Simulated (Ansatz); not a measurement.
**CH₃Cl₃O₂W: a ladder of functionals and wavefunction methods**

One table from this session's results is given with a row withheld; the runs are named, their logs left out.

The runs use Ansatz 0.2.0, Gaussian basis; functionals in def2-TZVPP, the program's frozen cores in correlated methods.

The runs, in order: LDA (SPW92), PBE-D4, revPBE-D4, BLYP-D4, r2SCAN-D4, B97M-V, PBE0-D4, B3LYP-D4, r2SCANh-D4, r2SCAN0-D4, HSE06-D4, BHLYP-D4, CAM-B3LYP-D4, LC-ωPBE, ωB97X-V, ωB97M-V, B2PLYP, PBE-QIDH; CCSD(T)/def2-SVP; CCSD(T)/def2-TZVPP; MP2/def2-QZVPP; extrapolation to the limit; RPA on PBE.

## The relaxed structure

The geometry comes from an earlier relaxation with PBE0-D4 in a triple-zeta def2 set; it is a stationary point, not always the lowest conformer. W takes the def2 core potential; no spin-orbit term is included.

SMILES `C[O][W](=[O])([Cl])([Cl])[Cl]`, 10 atoms, charge 0, spin multiplicity 1.

Atoms are counted from 1 here; the program's logs count them from 0.

Bond lengths: C1–O2 1.399 Å, C1–H8 1.090 Å, C1–H9 1.095 Å, C1–H10 1.095 Å, O2–W3 1.846 Å, W3–O4 1.675 Å, W3–Cl5 2.300 Å, W3–Cl6 2.307 Å, W3–Cl7 2.308 Å. Angles: O2–C1–H8 108.8°, O2–C1–H9 109.4°, O2–C1–H10 109.5°, H8–C1–H9 109.9°, H8–C1–H10 109.9°, H9–C1–H10 109.4°, C1–O2–W3 139.2°, O2–W3–O4 100.9°, O2–W3–Cl5 158.0°, O2–W3–Cl6 86.5°, O2–W3–Cl7 86.4°, O4–W3–Cl5 101.1°, O4–W3–Cl6 109.5°, O4–W3–Cl7 109.6°, Cl5–W3–Cl6 86.2°, Cl5–W3–Cl7 86.2°, Cl6–W3–Cl7 140.9°.

The first run:

in.yaml

```yaml
crystal:
  periodic: [false, false, false]
  atoms:
    - {symbol: C, position_ang: [0.485728, -1.661766, 0.239377]}
    - {symbol: O, position_ang: [-0.320498, -0.671664, -0.332384]}
    - {symbol: W, position_ang: [-0.502478, 1.165339, -0.311682]}
    - {symbol: O, position_ang: [-1.789978, 1.368661, -1.363239]}
    - {symbol: Cl, position_ang: [-0.053177, 3.346082, 0.263631]}
    - {symbol: Cl, position_ang: [-1.295914, 0.920286, 1.841000]}
    - {symbol: Cl, position_ang: [1.478059, 1.229917, -1.494219]}
    - {symbol: H, position_ang: [0.155806, -2.635745, -0.122978]}
    - {symbol: H, position_ang: [1.529202, -1.491934, -0.046593]}
    - {symbol: H, position_ang: [0.396249, -1.620375, 1.330087]}
basis:
  gaussian: {orbitals: def2-TZVPP}
hamiltonian: {xc: lda}
output: {orbitals: {seedname: orbitals}}
```

Launch:

```console
$ ansatz run in.yaml --threads 2 --pin off --events-out ev --progress --plain --max-ram 32768MiB --backend cuda --devices 0, --max-vram 18GiB
```

Among the steps run: LDA; PBE-D4 (GGA); revPBE-D4 (GGA); BLYP-D4 (GGA); r2SCAN-D4 (meta-GGA); B97M-V (meta-GGA); PBE0-D4 (hybrid); B3LYP-D4 (hybrid); r2SCANh-D4 (hybrid); r2SCAN0-D4 (hybrid); HSE06-D4 (hybrid); BHLYP-D4 (hybrid); CAM-B3LYP-D4 (range-separated); LC-ωPBE (range-separated); ωB97X-V (range-separated); ωB97M-V (range-separated); B2PLYP (double hybrid); PBE-QIDH (double hybrid).

One table of the session follows, with a row left open; its other results are not shown here.

It belongs to the step «Orbital energies across the functionals». 

| functional | HOMO (eV) | LUMO (eV) | gap (eV) |
| --- | --- | --- | --- |
| LDA (SPW92) | -7.47 | -4.69 | 2.78 |
| PBE-D4 | -7.30 | -4.48 | 2.83 |
| revPBE-D4 | -7.24 | -4.40 | 2.84 |
| BLYP-D4 | -7.13 | -4.35 | 2.78 |
| r2SCAN-D4 | -7.67 | -4.52 | 3.15 |
| B97M-V | -7.76 | -4.50 | 3.27 |
| PBE0-D4 | -8.70 | -3.88 | 4.82 |
| B3LYP-D4 | -8.42 | -4.05 | 4.36 |
| r2SCANh-D4 | -8.18 | -4.28 | 3.90 |
| r2SCAN0-D4 | -8.94 | -3.89 | 5.06 |
| HSE06-D4 | ? | ? | ? |
| BHLYP-D4 | -9.95 | -3.06 | 6.89 |
| CAM-B3LYP-D4 | -10.04 | -2.86 | 7.17 |
| LC-ωPBE | -11.45 | -1.81 | 9.64 |
| ωB97X-V | -11.07 | -1.86 | 9.22 |
| ωB97M-V | -10.92 | -1.86 | 9.05 |

**Question.** Estimate the row for HSE06-D4.

**Answer.** HOMO (eV): -8.30; LUMO (eV): -4.25; gap (eV): 4.05. In the column «HOMO (eV)» it lies between B3LYP-D4 (-8.42) and r2SCANh-D4 (-8.18).
